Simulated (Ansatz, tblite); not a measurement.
# InCl2(NH2) (Cl2H2InN): one state, many levels

An exercise on one series of results from a longer session: the logs are not shown, and one member is left open.

Program: Ansatz 0.2.0, Gaussian basis. Level of theory: as each input shows. These are calculated values, not measurements.

The runs, in order: GFN1-xTB, GFN2-xTB, PBE-D4/def2-TZVP, r2SCAN-D4/def2-TZVP, LDA/def2-TZVP, LC-ωPBE/def2-TZVP, B97M-V/def2-TZVP, ωB97M-V/def2-TZVP, B3LYP-D4/def2-TZVP, ωB97X-V/def2-TZVP, HF/def2-TZVP, PBE-D4/def2-SVP, PBE0-D4/def2-SVP, PBE0-D4/def2-TZVPD, PBE-D4/def2-TZVPD, r2SCAN-D4/def2-TZVPD, CCSD(T)/def2-TZVPP, MP2/def2-TZVP, RPA/def2-TZVP.

5 further runs of the same task are left out: 5 set aside as unsound or not needed. Runs told in other sessions of the task aren't counted.

## The geometry

The singlet was relaxed beforehand with PBE0-D4/def2-SVP.

6 atoms, charge 0, spin multiplicity 1.

Bond lengths: In1–Cl2 2.334 Å, In1–Cl3 2.334 Å, In1–N4 2.013 Å, N4–H5 1.017 Å, N4–H6 1.017 Å. Angles: Cl2–In1–Cl3 116.4°, Cl2–In1–N4 121.6°, Cl3–In1–N4 121.6°, In1–N4–H5 115.6°, In1–N4–H6 115.6°, H5–N4–H6 109.5°.

In takes a core potential in the def2 sets. No spin-orbit coupling is included.

PBE0-D4/def2-TZVP was run before; its log isn't repeated, and its numbers join the tables.

Set-up of the first run:

Tight binding, by tblite at 300 K electronic temperature and without a spin-polarisation term:

```python
tblite.interface.Calculator('GFN1-xTB', numbers, positions, charge=0, uhf=0).singlepoint()
```

Tight binding, by tblite at 300 K electronic temperature and without a spin-polarisation term:

```python
tblite.interface.Calculator('GFN2-xTB', numbers, positions, charge=0, uhf=0).singlepoint()
```

start.molden holds the orbitals of an earlier run on this state, given as this run's starting guess.

in.yaml reads:

```yaml
crystal:
  periodic: [false, false, false]
  atoms:
    - {symbol: In, position_ang: [0.303434, 0.684264, 0.052747]}
    - {symbol: Cl, position_ang: [2.606735, 0.996253, 0.268553]}
    - {symbol: Cl, position_ang: [-1.001477, 2.617747, -0.036915]}
    - {symbol: N, position_ang: [-0.528233, -1.146638, 0.149752]}
    - {symbol: H, position_ang: [-1.445371, -1.236240, -0.280890]}
    - {symbol: H, position_ang: [0.064921, -1.915386, -0.153237]}
basis:
  gaussian: {orbitals: def2-TZVP, initial_orbitals: start.molden}
hamiltonian: {xc: pbe, dispersion: d4}
scf: {omitted_lower_state_checks: [starts]}
output: {orbitals: {seedname: orbitals}}
```

Command:

```sh
> ansatz run in.yaml --threads 4 --pin off --events-out ev --progress --plain --max-ram 3916MiB
```

Steps of the session up to this table: PBE-D4/def2-TZVP; r2SCAN-D4/def2-TZVP; LDA/def2-TZVP; LC-ωPBE/def2-TZVP; B97M-V/def2-TZVP; ωB97M-V/def2-TZVP; B3LYP-D4/def2-TZVP; ωB97X-V/def2-TZVP; HF/def2-TZVP; PBE-D4/def2-SVP; PBE0-D4/def2-SVP; PBE0-D4/def2-TZVPD; PBE-D4/def2-TZVPD; r2SCAN-D4/def2-TZVPD; CCSD(T)/def2-TZVPP; MP2/def2-TZVP; RPA/def2-TZVP.

One table of the session follows, with a row left open; its other results are not shown here.

It belongs to the step «Levels side by side». 

| level | HOMO (eV) | LUMO (eV) | gap (eV) |
| --- | --- | --- | --- |
| HF/def2-TZVP | -11.44 | 0.99 | 12.43 |
| LDA/def2-TZVP | -6.94 | -3.42 | 3.53 |
| PBE-D4/def2-SVP | -6.44 | -2.89 | 3.55 |
| PBE-D4/def2-TZVP | -6.74 | -3.11 | 3.62 |
| PBE-D4/def2-TZVPD | -6.82 | -3.22 | 3.60 |
| r2SCAN-D4/def2-TZVP | -7.05 | -2.91 | 4.13 |
| r2SCAN-D4/def2-TZVPD | -7.10 | -2.98 | 4.12 |
| B97M-V/def2-TZVP | -7.08 | -2.97 | 4.11 |
| B3LYP-D4/def2-TZVP | -7.86 | -2.56 | 5.31 |
| PBE0-D4/def2-SVP | -7.87 | -2.04 | 5.83 |
| PBE0-D4/def2-TZVP | ? | ? | ? |
| PBE0-D4/def2-TZVPD | -8.17 | -2.36 | 5.81 |
| LC-ωPBE/def2-TZVP | -10.94 | -0.01 | 10.94 |
| ωB97X-V/def2-TZVP | -10.55 | -0.18 | 10.37 |
| ωB97M-V/def2-TZVP | -10.43 | -0.33 | 10.11 |

Q: Estimate the row for PBE0-D4/def2-TZVP from the others.

As computed: HOMO (eV): -8.11; LUMO (eV): -2.24; gap (eV): 5.87. In the column «HOMO (eV)» it lies between PBE0-D4/def2-TZVPD (-8.17) and PBE0-D4/def2-SVP (-7.87).
